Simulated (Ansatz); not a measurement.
# One shape, several levels: doublet CH2FNSSi+

We compute a comparison of 6 runs (UHF/3-21G, UHF/cc-pVDZ, UB3LYP/6-31G*, U-wB97X/cc-pVDZ, UBLYP/cc-pVDZ, UCCSD(T)/cc-pVDZ) of doublet CH2FNSSi+. 

The calculation is run with Ansatz 0.2.0.

111 further runs of the same task are left out: 111 set aside as unsound or not needed. Runs told in other sessions of the task aren't counted.

## 1. The system as given

CH2FNSSi+: 7 atoms, total charge +1, spin state doublet. As SMILES of the parent species, `FC1=N[SiH2]S1`. The shape is that of a PBE0-D4/def2-TZVP optimisation. That shape belongs to the parent species and isn't relaxed for this state.

Bond lengths: F1–C2 1.316 Å, C2–N3 1.264 Å, N3–Si4 1.755 Å, C2–S5 1.779 Å, Si4–S5 2.172 Å, Si4–H6 1.478 Å, Si4–H7 1.478 Å. Some angles: F1–C2–N3 124.1°, F1–C2–S5 117.1°, N3–C2–S5 118.7°, C2–N3–Si4 91.5°, N3–Si4–S5 83.4°, C2–S5–Si4 66.4°, N3–Si4–H6 115.0°, N3–Si4–H7 115.0°, S5–Si4–H6 114.2°, S5–Si4–H7 114.2°.

## 2. A single-point energy at UHF/3-21G (run 1)

File run.yaml:

```yaml
crystal:
  periodic: [false, false, false]
  atoms:
    - {symbol: F, position_ang: [1.147800, -1.939300, 1.137100]}
    - {symbol: C, position_ang: [0.551100, -0.929900, 0.538600]}
    - {symbol: "N", position_ang: [-0.672300, -0.915900, 0.221400]}
    - {symbol: Si, position_ang: [-0.525200, 0.696600, -0.454900]}
    - {symbol: S, position_ang: [1.547900, 0.494500, 0.161700]}
    - {symbol: H, position_ang: [-1.272100, 1.746800, 0.268200]}
    - {symbol: H, position_ang: [-0.716300, 0.779100, -1.917900]}
basis:
  gaussian:
    orbitals: 3-21G.json
total_charge: 1
magnetization:
  spin_polarized: true
  initial_magnetization: 1
hamiltonian:
  xc: hf
accuracy: high
output: {orbitals: {seedname: orbitals}}
```

The basis set 3-21G is read from a file made from the Basis Set Exchange's data (not shown).

Run with:

```console
$ ansatz run run.yaml --threads 1 --pin off --max-ram 2610MiB --events-out events.jsonl --progress --plain --runs-dir runs
```

Log:

```text
Warning: RAYON_NUM_THREADS=1 ignored (pool sized by the plan → 1); use --threads N
Functional definition: HF
  name "HF"
  exchange = exact_x
  correlation = 0
1359 factors; integrals over basis functions are off by at most 4.7e-9 eV
mean field evaluation 1: about -23788.1553 eV, gradient 3.4e1 eV
mean field evaluation 2: about -23788.1609 eV, gradient 3.4e1 eV
mean field evaluation 4: about -23794.0005 eV, gradient 3.6e0 eV
mean field evaluation 8: about -23794.3387 eV, gradient 8.2e-1 eV
mean field evaluation 16: about -23794.4108 eV, gradient 2.4e-8 eV
mean field evaluation 32: about -23794.2019 eV, gradient 1.0e0 eV
mean field evaluation 64: about -23794.2764 eV, gradient 4.1e-1 eV
mean field evaluation 96: about -23788.1538 eV, gradient 3.4e1 eV
mean field -23794.41080931 eV, -874.4284688113 hartree, gradient 4.2e-8 eV, S^2 0.928845; 1 other end points of the search recorded, 0 dependent functions left out
reference -23794.41080931 eV, -874.4284688113 hartree; 27, 26 occupied and 30, 31 virtual orbitals, 1359 factors
Total energy: -23794.41080931 eV, -874.4284688113 hartree
```

Run time: 3.9 s. Hardware: 1 thread of Arm Neoverse V2, shared host; peak memory 0.18 GiB.

## 3. A single-point energy at UHF/cc-pVDZ (run 2)

File in.yaml:

```yaml
crystal:
  periodic: [false, false, false]
  atoms:
    - {symbol: F, position_ang: [1.147800, -1.939300, 1.137100]}
    - {symbol: C, position_ang: [0.551100, -0.929900, 0.538600]}
    - {symbol: "N", position_ang: [-0.672300, -0.915900, 0.221400]}
    - {symbol: Si, position_ang: [-0.525200, 0.696600, -0.454900]}
    - {symbol: S, position_ang: [1.547900, 0.494500, 0.161700]}
    - {symbol: H, position_ang: [-1.272100, 1.746800, 0.268200]}
    - {symbol: H, position_ang: [-0.716300, 0.779100, -1.917900]}
basis:
  gaussian: {orbitals: cc-pVDZ}
total_charge: 1
magnetization: {spin_polarized: true, initial_magnetization: 1}
hamiltonian: {xc: hf}
accuracy: high
output: {orbitals: {seedname: orbitals}}
```

Run with:

```console
$ ansatz run in.yaml --threads 1 --pin off --max-ram 2610MiB --events-out events.jsonl --progress --plain --runs-dir runs
```

Log:

```text
Warning: RAYON_NUM_THREADS=1 ignored (pool sized by the plan → 1); use --threads N
[... 4 set-up lines as earlier in the session ...]
2030 factors; integrals over basis functions are off by at most 4.0e-9 eV
mean field evaluation 1: about -23913.1724 eV, gradient 3.6e1 eV
mean field evaluation 2: about -23913.3631 eV, gradient 3.6e1 eV
mean field evaluation 4: about -23920.0384 eV, gradient 4.0e0 eV
mean field evaluation 8: about -23920.4038 eV, gradient 9.2e-1 eV
mean field evaluation 16: about -23920.4917 eV, gradient 2.1e-4 eV
mean field evaluation 32: about -23920.4267 eV, gradient 6.2e-1 eV
mean field evaluation 64: about -23919.9135 eV, gradient 9.5e-1 eV
mean field evaluation 96: about -23919.9867 eV, gradient 2.5e0 eV
mean field evaluation 128: about -23920.4910 eV, gradient 1.3e-1 eV
mean field -23920.49167768 eV, -879.0618552632 hartree, gradient 6.0e-8 eV, S^2 0.907713; 2 other end points of the search recorded, 0 dependent functions left out
reference -23920.49167768 eV, -879.0618552632 hartree; 27, 26 occupied and 61, 62 virtual orbitals, 2030 factors
Total energy: -23920.49167768 eV, -879.0618552632 hartree
```

It took 13 s on 1 thread of Arm Neoverse V2, shared host; peak memory 0.5 GiB.

Runs 3 to 5 aren't shown in full; the table further down has their settings and results.

## 4. The energy at UCCSD(T)/cc-pVDZ (run 6)

Edit run.yaml of step 2 so:

```diff
@@ -12,3 +12,3 @@
   gaussian:
-    orbitals: 3-21G.json
+    orbitals: cc-pVDZ
 total_charge: 1
@@ -17,5 +17,7 @@
   initial_magnetization: 1
-hamiltonian:
-  xc: hf
+correlation:
+  method: ccsd_t
+  frozen_orbitals: {C: 1, F: 1, H: 0, "N": 1, S: 5, Si: 5}
 accuracy: high
-output: {orbitals: {seedname: orbitals}}
+scf:
+  omitted_lower_state_checks: [cluster_reference, increment]
```

Run with:

```console
$ ansatz run run.yaml --threads 1 --pin off --max-ram 2610MiB --events-out events.jsonl --progress --plain --runs-dir runs
```

Log, shortened:

```text
Warning: RAYON_NUM_THREADS=1 ignored (pool sized by the plan → 1); use --threads N
[... 2 set-up lines as earlier in the session ...]
[...]
2030 factors; integrals over basis functions are off by at most 4.0e-9 eV
[...]
mean field -23920.49167768 eV, -879.0618552632 hartree, gradient 6.0e-8 eV, S^2 0.907713; 5 other end points of the search recorded, 0 dependent functions left out
13 core orbitals not correlated: weight in the atoms' cores, before any rotation towards them, 1.000 or more for the frozen orbitals, at most 0.000 for the correlated occupied ones
reference -23920.49167768 eV, -879.0618552632 hartree; 14, 13 occupied and 61, 62 virtual orbitals, 2030 factors
second order -17.76426297 eV of doubles, -0.00000000 eV of singles
cycle   1  -18.14586747 eV  change   -3.8e-1 eV  update   1.3e-1
[...]
cycle  34  -18.99130804 eV  change    1.3e-9 eV  update  5.1e-10
perturbative correction -0.69114207 eV, -0.0253990025 hartree
Total energy: -23940.17412779 eV, -879.7851719634 hartree
Checks for a lower state left out: cluster_reference, increment
```

It took 1.7 min on 1 thread of Arm Neoverse V2, shared host; peak memory 0.91 GiB.

## 5. All runs side by side

| run | level | frozen core orbitals | energy (Eh) | HOMO energy (eV) | LUMO energy (eV) | ⟨S²⟩ | wall time |
| --- | --- | --- | --- | --- | --- | --- | --- |
| 1 | UHF/3-21G | – | -874.428469 | -18.03 | -8.14 | 0.929 | 3.9 s |
| 2 | UHF/cc-pVDZ | – | -879.061855 | -18.22 | -7.71 | 0.908 | 13 s |
| 3 | UB3LYP/6-31G* (spherical functions) | – | -881.211971 | -14.55 | -12.38 | 0.767 | 23 s |
| 4 | U-wB97X/cc-pVDZ | – | -881.173689 | -17.20 | -10.07 | 0.777 | 2.1 min |
| 5 | UBLYP/cc-pVDZ | – | -881.200339 | -13.17 | -12.93 | 0.757 | 22 s |
| 6 | UCCSD(T)/cc-pVDZ | 13 | -879.785172 | – | – | 0.908 | 1.7 min |

## 6. What came out

```
                                           quantity          value
                                run 6: total energy  -879.78517 Eh
run 6: correlation energy (13 core orbitals frozen)     -723.3 mEh
                              run 6: (T) correction     -25.40 mEh
           run 6: ⟨S²⟩ of the reference determinant          0.908
                               run 6: T1 diagnostic          0.027
```

What this shows: Totals of different functionals can't be ranked against each other. Spin contamination of the reference: run 1 ⟨S²⟩ = 0.93, run 2 ⟨S²⟩ = 0.91, run 6 ⟨S²⟩ = 0.91. All runs together took 4.8 min, the longest 2.1 min.
